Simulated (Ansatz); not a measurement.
**CH3AlFGa: basis-set convergence**

One table from this session's results is given with a row withheld; the runs are named, their logs left out.

Computed with Ansatz 0.2.0, Gaussian basis. Level: one geometry, several basis sets.

Levels to be run: PBE0-D4/def2-SVP; ωB97M-V/def2-SVP; PBE0-D4/def2-QZVPP; ωB97M-V/def2-QZVPP; the functionals' def2-TZVPP values are taken from earlier runs.

**Structure used throughout**

The geometry comes from an earlier relaxation with PBE0-D4 in a triple-zeta def2 set; it is a stationary point, not always the lowest conformer.

SMILES `[F][Al]1[CH2][GaH]1`, 7 atoms, charge 0, spin multiplicity 1.

Atoms are counted from 1 here; the program's logs count them from 0.

Bond lengths: F1–Al2 1.650 Å, Al2–C3 1.925 Å, Al2–Ga4 2.404 Å, C3–Ga4 2.035 Å, C3–H5 1.120 Å, C3–H6 1.090 Å, Ga4–H7 1.570 Å. Angles: F1–Al2–C3 139.0°, F1–Al2–Ga4 163.7°, C3–Al2–Ga4 54.7°, Al2–C3–Ga4 74.7°, Al2–C3–H5 92.0°, Al2–C3–H6 142.7°, Ga4–C3–H5 95.6°, Ga4–C3–H6 131.2°, H5–C3–H6 108.4°, Al2–Ga4–C3 50.6°, Al2–Ga4–H7 166.1°, C3–Ga4–H7 133.9°.

Set-up of the first run:

in.yaml reads:

```yaml
crystal:
  periodic: [false, false, false]
  atoms:
    - {symbol: F, position_ang: [-0.633362, -2.679740, 1.150911]}
    - {symbol: Al, position_ang: [-0.349593, -1.303626, 0.286757]}
    - {symbol: C, position_ang: [0.462883, 0.424138, 0.533596]}
    - {symbol: Ga, position_ang: [-0.549322, 0.552785, -1.227343]}
    - {symbol: H, position_ang: [1.427634, 0.079359, 0.080739]}
    - {symbol: H, position_ang: [0.686662, 1.177209, 1.289408]}
    - {symbol: H, position_ang: [-1.044892, 1.749875, -2.114077]}
basis:
  gaussian: {orbitals: def2-SVP}
hamiltonian: {xc: pbe0, dispersion: d4}
output: {orbitals: {seedname: orbitals}}
```

Command:

```console
> ansatz run in.yaml --threads 2 --pin off --events-out ev --progress --plain --max-ram 4352MiB
```

Among the steps run: PBE0-D4 in def2-SVP; ωB97M-V in def2-SVP; PBE0-D4 in def2-QZVPP; ωB97M-V in def2-QZVPP.

One table of the session follows, with a row left open; its other results are not shown here.

It belongs to the step «Density functionals: the series». 

| functional | basis | HOMO (eV) | LUMO (eV) |
| --- | --- | --- | --- |
| PBE0-D4 | def2-SVP | ? | ? |
| PBE0-D4 | def2-TZVPP | -6.07 | -2.20 |
| PBE0-D4 | def2-QZVPP | -6.08 | -2.23 |
| ωB97M-V | def2-SVP | -7.92 | -0.36 |
| ωB97M-V | def2-TZVPP | -7.97 | -0.43 |
| ωB97M-V | def2-QZVPP | -7.99 | -0.54 |

**Question.** Estimate the row for PBE0-D4, def2-SVP.

**Answer.** HOMO (eV): -6.04; LUMO (eV): -2.16. In the column «HOMO (eV)» it is the highest.
